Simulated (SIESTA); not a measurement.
A calculation with SIESTA 5.4.2 of Ag2Pd3 (native input, structure typed inline):

Ag2Pd3.fdf

```
SystemName                      Ag2Pd3
SystemLabel                     Ag2Pd3
NumberOfSpecies                 2
NumberOfAtoms                   5
%block ChemicalSpeciesLabel
  1  46 Pd
  2  47 Ag
%endblock ChemicalSpeciesLabel

LatticeConstant                 1.0 Ang
%block LatticeVectors
     2.8140808407     0.0000000000     0.0000000000
    -1.4070404203     2.4370654964     0.0000000000
     0.0000000000     0.0000000000    24.3579816200
%endblock LatticeVectors
AtomicCoordinatesFormat         Ang
%block AtomicCoordinatesAndAtomicSpecies
     1.4070404204     0.8123551817     7.5000000000  1
     0.0000000000     0.0000000000     9.8394954050  2
     1.4070404204     0.8123551817    12.1789908100  1
     0.0000000000     0.0000000000    14.5184862150  2
     1.4070404204     0.8123551817    16.8579816200  1
%endblock AtomicCoordinatesAndAtomicSpecies

%block kgrid.MonkhorstPack
   11   0   0  0.0
    0  11   0  0.0
    0   0   1  0.0
%endblock kgrid.MonkhorstPack
XC.Functional                   GGA
XC.Authors                      PBEsol
PAO.BasisSize                   TZP
PAO.EnergyShift                 0.003 Ry
Mesh.Cutoff                     800 Ry
OccupationFunction              FD
ElectronicTemperature           0.05 eV
Slab.DipoleCorrection           vacuum
MaxSCFIterations                120
SCF.MustConverge                false
SCF.Mixer.Method                Pulay
SCF.Mixer.Weight                0.25
SCF.Mixer.History               8
SCF.DM.Tolerance                5.0e-05
SCF.H.Tolerance                 1.0e-03 eV
WriteForces                     true
Charge.Mulliken                 end
Charge.Hirshfeld                end
Charge.Voronoi                  end
SaveRho                         true
SaveElectrostaticPotential      true
%block PAO.Basis
  Pd 5
  n=4 0 2
    2.827 0.000
  n=5 0 3
    8.668 0.000 0.000
  n=4 1 2
    3.241 0.000
  n=5 1 1
    8.668
  n=4 2 3
    5.866 0.000 0.000
  Ag 5
  n=4 0 2
    2.727 0.000
  n=5 0 3
    7.906 0.000 0.000
  n=4 1 2
    3.107 0.000
  n=5 1 1
    7.906
  n=4 2 3
    5.139 0.000 0.000
%endblock PAO.Basis
```

Potentials or basis: PseudoDojo 0.5 standard (PBE files), TZP (energy shift 0.003 Ry; two zetas on semicore shells).

Launch:

```sh
$ siesta < Ag2Pd3.fdf > Ag2Pd3.out 2>&1
```

Task: Write the same calculation in another form: ASE script, structure typed inline.

Result: As run:

run.py

```python
from ase import Atoms
from ase.calculators.siesta import Siesta
from ase.units import Ry, GPa

atoms = Atoms(
    ['Pd', 'Ag', 'Pd', 'Ag', 'Pd'],
    cell=[
        [2.8140808407, 0.0, 0.0],
        [-1.4070404203, 2.4370654964, 0.0],
        [0.0, 0.0, 24.35798162],
    ],
    scaled_positions=[
        [0.66666667, 0.33333334, 0.3079072855],
        [0.0, 0.0, 0.4039536427],
        [0.66666667, 0.33333334, 0.5],
        [0.0, 0.0, 0.5960463573],
        [0.66666667, 0.33333334, 0.6920927145],
    ],
    pbc=True,
)

fdf = {
    'SCFMustConverge': False,
    'OccupationFunction': 'FD',
    'ElectronicTemperature': '0.05 eV',
    'Slab.DipoleCorrection': 'vacuum',
    'MaxSCFIterations': '120',
    'SCF.Mixer.Method': 'Pulay',
    'SCF.Mixer.Weight': '0.25',
    'SCF.Mixer.History': '8',
    'SCF.DM.Tolerance': '5.0e-05',
    'SCF.H.Tolerance': '1.0e-03 eV',
    'WriteForces': 'true',
    'Charge.Mulliken': 'end',
    'PAO.Basis': ['Pd.1 5', 'n=4 0 2', '  2.827 0.000', 'n=5 0 3', '  8.668 0.000 0.000', 'n=4 1 2', '  3.241 0.000', 'n=5 1 1', '  8.668', 'n=4 2 3', '  5.866 0.000 0.000', 'Ag.2 5', 'n=4 0 2', '  2.727 0.000', 'n=5 0 3', '  7.906 0.000 0.000', 'n=4 1 2', '  3.107 0.000', 'n=5 1 1', '  7.906', 'n=4 2 3', '  5.139 0.000 0.000'],
}
calc = Siesta(
    label="Ag2Pd3",
    command="siesta < PREFIX.fdf > PREFIX.out",
    pseudo_path="pseudos",
    pseudo_qualifier="",
    xc=('GGA', 'PBEsol'),
    basis_set="TZP",
    mesh_cutoff=800 * Ry,
    energy_shift=0.003 * Ry,
    kpts=[11, 11, 1],
    spin="non-polarized",
    fdf_arguments=fdf,
)
atoms.calc = calc

print(f"energy = {atoms.get_potential_energy():.6f} eV")
free = atoms.get_potential_energy(force_consistent=True)
print(f"free energy = {free:.6f} eV")
print("forces (eV/A):")
print(atoms.get_forces(apply_constraint=False).round(6))
print("stress (GPa, Voigt order, tension positive):", (atoms.get_stress() / GPa).round(4))
```

Potentials or basis: PseudoDojo 0.5 standard (PBE files), TZP (energy shift 0.003 Ry; two zetas on semicore shells).

Command:

```console
$ python run.py
```

Both were run:

|  | native input, structure typed inline | ASE script, structure typed inline |
| --- | --- | --- |
| Largest force | 0.276 eV/Å | 0.276 eV/Å |
| Band gap on the k mesh | none (metal or under the smearing width) | none (metal or under the smearing width) |

Keys that steer only the numerical path or the files written may differ.

Caveat: the potentials were made for another functional, which shifts forces and pressure; short orbitals over semicore shells can move pressures by several GPa; the basis of atomic orbitals isn't converged, which shifts pressures, moduli and gaps.
